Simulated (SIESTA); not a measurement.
GeSb4Te4:

```
Te Sb Ge
1.0
     4.33425    0.00000    0.00000
    -2.16712    3.75357    0.00000
     0.00000    0.00000   17.36732
Te Sb Ge
4 4 1
Direct
  0.00000 0.00000 0.31278
  0.00000 0.00000 0.68722
  0.66667 0.33333 0.09820
  0.33333 0.66667 0.90180
  0.33333 0.66667 0.21421
  0.66667 0.33333 0.78579
  0.66667 0.33333 0.45548
  0.33333 0.66667 0.54452
  0.00000 0.00000 0.00000
```

The cell comes from a database or a generator and needn't be the stable form of this composition.

| Property | Result |
| --- | --- |
| Program | SIESTA 5.4.2 |
| Task | single point |
| Functional | PBE |
| Potentials or basis | PseudoDojo 0.4 standard (PBE files) |
| Basis | DZP (energy shift 0.003 Ry; two zetas on semicore shells) |
| Grid cutoff | 800 Ry |
| Energy shift | 0.003 Ry |
| k mesh | 7 × 7 × 2 |
| Occupations | fermi-dirac, width 0.05 eV |
| Spin | no spin polarisation |

On this cell: pressure 1.1 GPa; largest force 0.262 eV/Å; band gap on the k mesh 0.06 eV, direct.

The same run follows on a disturbed copy (atoms moved at random, drawn with an rms of 0.05 Å):

```
Te Sb Ge
1.0
     4.33425    0.00000    0.00000
    -2.16712    3.75357    0.00000
     0.00000    0.00000   17.36732
Te Sb Ge
4 4 1
Direct
  0.99983 0.99713 0.31095
  0.00223 0.00400 0.68764
  0.66705 0.33709 0.09618
  0.33082 0.67710 0.90083
  0.33689 0.66868 0.21284
  0.65350 0.32542 0.78533
  0.66220 0.33687 0.45280
  0.34890 0.67669 0.54528
  0.00128 0.98551 0.00138
```

**Question.** What changes?

**Answer.** The energy moves by +3.8 meV/atom; pressure 1.1 GPa; largest force 0.374 eV/Å; band gap on the k mesh 0.02 eV, direct.

Forces in eV/Å, atoms in the order of the input:
```
Te  -0.009  0.118  0.197
Te  -0.164 -0.054 -0.299
Te   0.034 -0.028  0.177
Te   0.108 -0.117  0.006
Sb   0.007 -0.118 -0.206
Sb   0.161  0.090  0.326
Sb   0.307  0.103  0.084
Sb  -0.325 -0.096 -0.077
Ge  -0.121  0.104 -0.208
```

Stress tensor (GPa, compression positive):
```
 1.15 -0.07 -0.16
-0.07  1.18  0.01
-0.16  0.01  0.91
```

Caveats: spin-orbit coupling is left out, which moves the levels of the heavy elements; an odd mesh through Γ misses points on the zone boundary, where band edges often lie; the basis of atomic orbitals isn't converged, which shifts pressures, moduli and gaps.
